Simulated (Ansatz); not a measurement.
# Sc5Mo: the cost of one run

Program: Ansatz 0.2.0. Level of theory: DFT PBE, scalar-relativistic, plane waves, PAW. These are calculated values, not measurements.

**1. Starting point**

It takes space group P6/mmm (No. 191, hexagonal). Conventional cell: a = 5.608 Å, b = 5.608 Å, c = 4.356 Å, α = 90.00°, β = 90.00°, γ = 120.00°. Sc (site symmetry -6m2) has 9 Sc at 2.71 to 3.24 Å and 3 Mo at 3.24 Å in its first shell of neighbours. Around Sc (site symmetry mmm) lie 8 Sc at 2.71 to 2.80 Å. Mo (site symmetry 6/mmm) is surrounded by 18 Sc at 3.24 to 3.55 Å.

As a file:

```
CELL_PARAMETERS angstrom
5.60784 0.00000 0.00000
-2.80392 4.85653 0.00000
0.00000 0.00000 4.35575
ATOMIC_POSITIONS crystal
Sc 0.33333 0.66667 0.00000
Sc 0.66667 0.33333 0.00000
Sc 0.50000 0.00000 0.50000
Sc 0.50000 0.50000 0.50000
Sc 0.00000 0.50000 0.50000
Mo 0.00000 0.00000 0.00000
```

The cell is invented: species swapped into a database cell of ErZn5 (P6/mmm, No. 191), with Mo on the Er sites and Sc on the Zn sites. The dimensions are guesses.

**2. The guess as it stands, on a coarse mesh**

File input.yaml:

```yaml
crystal:
  lattice:
    - [5.60783912, 0.0, 0.0]
    - [-2.80391956, 4.85653114, 0.0]
    - [0.0, 0.0, 4.35575472]
  atoms:
    - { symbol: Sc, position: [0.33333333, 0.66666667, 0.0] }
    - { symbol: Sc, position: [0.66666667, 0.33333333, 0.0] }
    - { symbol: Sc, position: [0.5, 0.0, 0.5] }
    - { symbol: Sc, position: [0.5, 0.5, 0.5] }
    - { symbol: Sc, position: [0.0, 0.5, 0.5] }
    - { symbol: Mo, position: [0.0, 0.0, 0.0] }
basis:
  ecutwfc: 420
kpoints:
  mp_grid: { grid: [6, 6, 4] }
hamiltonian:
  xc: pbe
scf:
  occupations: { method: gaussian, width: 0.1 }
  lower_state_search: "off"
output:
  forces: true
  stress: true
  eigenvalues: true
```

Command:

```bash
ansatz run input.yaml --threads 1 --pin off --max-ram 2560MiB --backend cpu --events-out ev --progress --plain --runs-dir out
```

Q: Estimate wall time and peak memory on 1 thread of Arm Neoverse V1, shared host.

About 5.8 s, with a peak of 0.4 GiB.
